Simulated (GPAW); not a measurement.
The system is GaGe.

```
Ge Ga
1.0
     0.00000    2.89784    2.89784
     2.89784    0.00000    2.89784
     2.89784    2.89784    0.00000
Ge Ga
1 1
Direct
  0.00000 0.00000 0.00000
  0.25000 0.25000 0.25000
```

The cell comes from a database or a generator and needn't be the stable form of this composition.

- Program: GPAW 26.7.0
- Task: relaxation of cell and atoms
- Functional: PBEsol
- Dispersion: D3(BJ)+ATM
- Potentials or basis: PAW data sets generated in the run's folder for this functional
- Cutoff: 600 eV
- Basis: pw
- k mesh: 8 × 8 × 8
- Occupations: fermi-dirac, width 0.05 eV
- Spin: no spin polarisation

At the start: pressure -3.2 GPa; volume 24.33 Å³/atom.

Task: How do energy, volume and symmetry change on relaxing?

Result: Over 4 steps the energy falls by 14.6 meV/atom and the volume is 22.92 Å³/atom (-5.8 %); space group F-43m (No. 216, to 0.05 Å).

The path:
```tsv
step	energy change (eV)	largest force (eV/Å)	pressure (GPa)	volume (Å³)
1	0.0000	0.0000	-3.15	48.67
2	-0.0090	0.0000	-2.68	48.17
3	-0.0290	0.0000	0.27	45.62
4	-0.0293	0.0000	-0.02	45.84
```

Final structure:
```yaml
crystal:
  lattice:
    - [0.00000, 2.84062, 2.84062]
    - [2.84062, 0.00000, 2.84062]
    - [2.84062, 2.84062, 0.00000]
  atoms:
    - { symbol: Ge, position: [0.00000, 0.00000, 0.00000] }
    - { symbol: Ga, position: [0.25000, 0.25000, 0.25000] }
```

Caveat: later steps reuse the first step's grids; pairwise dispersion overbinds metals, which lowers pressure and volume.
